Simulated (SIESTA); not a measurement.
Runs of SIESTA 5.4.2 on BiTe. The structure is cubic, space group Fm-3m (No. 225). Conventional cell: a = 6.470 Å, b = 6.470 Å, c = 6.470 Å, α = 90.00°, β = 90.00°, γ = 90.00°. Bi (site symmetry m-3m) is surrounded by 6 Te at 3.23 Å. Te (site symmetry m-3m) has 6 Bi at 3.23 Å as nearest neighbours. 

```tsv
task	level	potentials or basis	spin	cell	k mesh	force tolerance	optimiser	stress tolerance (GPa)	broadening (eV)	window from (eV)	grid cutoff	energy shift	gap on the mesh (eV)	pressure (GPa)	relaxed volume (Å³/atom)
relaxation of cell and atoms	PW86PBE	PseudoDojo 0.4 stringent (PBE files), DZP (energy shift 0.002 Ry)	off	relaxed	7 × 7 × 7	0.01 eV/Å	-	-	-	-	500 Ry	0.002 Ry	none	0.0	33.99
relaxation of cell and atoms	PBEsol	PseudoDojo 0.4 standard (PBEsol files), DZP (energy shift 0.003 Ry; two zetas on semicore shells)	off	relaxed	5 × 5 × 5	0.01 eV/Å	Broyden	0.05	-	-	750 Ry	0.003 Ry	none	0.0	(b)
density of states	PW86PBE	PseudoDojo 0.4 standard (PBE files), SZ (energy shift 0.02 Ry)	off	as given	7 × 7 × 7	-	-	-	0.2 eV	-25 eV	500 Ry	0.02 Ry	none	(a)	-
relaxation of cell and atoms	PBE-libxc	PseudoDojo 0.4 standard (PBE files), SZ (energy shift 0.002 Ry)	non-collinear, ferromagnetic start	relaxed	5 × 5 × 5	0.01 eV/Å	Broyden	0.05	-	-	750 Ry	0.002 Ry	none	0.0	37.56
band structure	PBE	PseudoDojo 0.4 standard (PBE files), DZP (energy shift 0.003 Ry; two zetas on semicore shells)	off	as given	7 × 7 × 7	-	-	-	-	-	500 Ry	0.003 Ry	none	1.7	-
```

Alike in all rows: smearing fermi-dirac 0.05 eV.

Question: Fill in the values left out.

Answer: (a) 1.4; (b) 33.22.

Caveats: spin-orbit coupling is left out, which moves the levels of the heavy elements; the basis of atomic orbitals isn't converged, which shifts pressures, moduli and gaps; the potentials were made for another functional, which shifts forces and pressure (some runs); the basis has no polarisation orbitals (some runs); semicore shells carry a single zeta, which can move pressures by several GPa and volumes by a few percent (some runs); the valence orbitals were made in a potential fitted to the semicore shell under them, which widens gaps by tenths of an eV or more (some runs); the volume moved by +11 % from the deposited cell, more than functionals usually miss (some runs).

A k mesh can miss the band edges, and the runs leave out spin-orbit coupling on Bi, Te.

A gap of «none» marks a metal or a gap under the smearing width.

Not every run made on this cell is shown here.
